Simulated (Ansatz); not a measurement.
This script drives Ansatz's Python interface.

Script `alcl2h3sisn_methods.py`:
```python
"""One geometry of AlCl2H3SiSn, method by method."""

from pathlib import Path
import logging
import sys

import ansatz as az
import numpy as np

logging.basicConfig(stream=sys.stdout, format="[%(levelname)s] %(message)s")
logger = logging.getLogger("alcl2h3sisn")
logger.setLevel(logging.INFO)

BASIS = "def2-SVP"


def main() -> None:
    system = (
        az.Crystal.molecule()
        .atom("Cl", [-1.863, -1.8749, 2.6869])
        .atom("Al", [-0.882, -0.7233, 1.0655])
        .atom("Si", [-0.6445, 1.2003, -0.2939])
        .atom("Sn", [1.1486, -0.5095, -0.8075])
        .atom("Cl", [3.1632, -0.2349, 0.2299])
        .atom("H", [-0.1014, 2.3903, 0.4393])
        .atom("H", [-1.6366, 1.3781, -1.2885])
        .atom("H", [0.9077, -1.6832, -2.0874])
    )

    calc = system.calculation().basis(gaussian=BASIS)

    logger.info("functional    E (Ha)        dipole (D)   HOMO (eV)  LUMO (eV)")
    for name in ["revpbe", "cam_b3lyp", "hf", "pbe0", "r2scan0", "lc_wpbe"]:
        r = calc.functional(name).forces().orbitals().run(threads=1, backend="cpu", runs_dir="runs").report
        lines = Path(r["orbitals_path"]).read_text().splitlines()
        field_of = lambda key: [line.split("=")[1].strip() for line in lines if line.startswith(key)]
        orbitals = [(27.211386 * float(e), s, float(n)) for e, s, n in zip(field_of("Ene="), field_of("Spin="), field_of("Occup="))]
        homo = max(e for e, _, n in orbitals if n > 0.5)
        lumo = min(e for e, _, n in orbitals if n < 0.5)
        dipole = 4.803205 * np.linalg.norm(r["charge_distribution"]["dipole_moment_e_ang"])
        logger.info(f"{name:10s} {r['free_energy_ev'] / 27.211386246:14.6f} {dipole:9.3f} {homo:11.3f} {lumo:10.3f}")


if __name__ == "__main__":
    main()
```

It is started by `python alcl2h3sisn_methods.py`. Estimate its wall time and peak memory on 1 thread of Arm Neoverse V1, with other jobs on the host.

It took about 53 s, with a peak of 0.41 GiB, for 6 runs of the engine.

```console
$ python alcl2h3sisn_methods.py
[INFO] functional    E (Ha)        dipole (D)   HOMO (eV)  LUMO (eV)
[INFO] revpbe       -1667.774687     2.762      -4.626     -3.237
[INFO] cam_b3lyp    -1668.012551     2.991      -6.579     -1.508
[INFO] hf           -1664.527762     3.376      -7.373      0.298
[INFO] pbe0         -1667.483006     2.988      -5.561     -2.640
[INFO] r2scan0      -1667.943388     3.069      -5.683     -2.617
[INFO] lc_wpbe      -1667.599700     3.149      -7.798     -0.629
```

Notes:
- Total energies depend on the basis set; only differences at equal settings carry meaning.
- The geometry is a force-field or estimated start, not a minimum of this method, and the basis set is short of its limit. A lower total doesn't mark the better method: functionals have no common bound, and MP2 and coupled cluster aren't variational.
- def2 sets replace the cores of elements past krypton by effective core potentials.
- Levels such as HOMO and LUMO are orbital energies: with these approximate functionals they aren't the ionisation energy and electron affinity, and their gap isn't the fundamental gap.
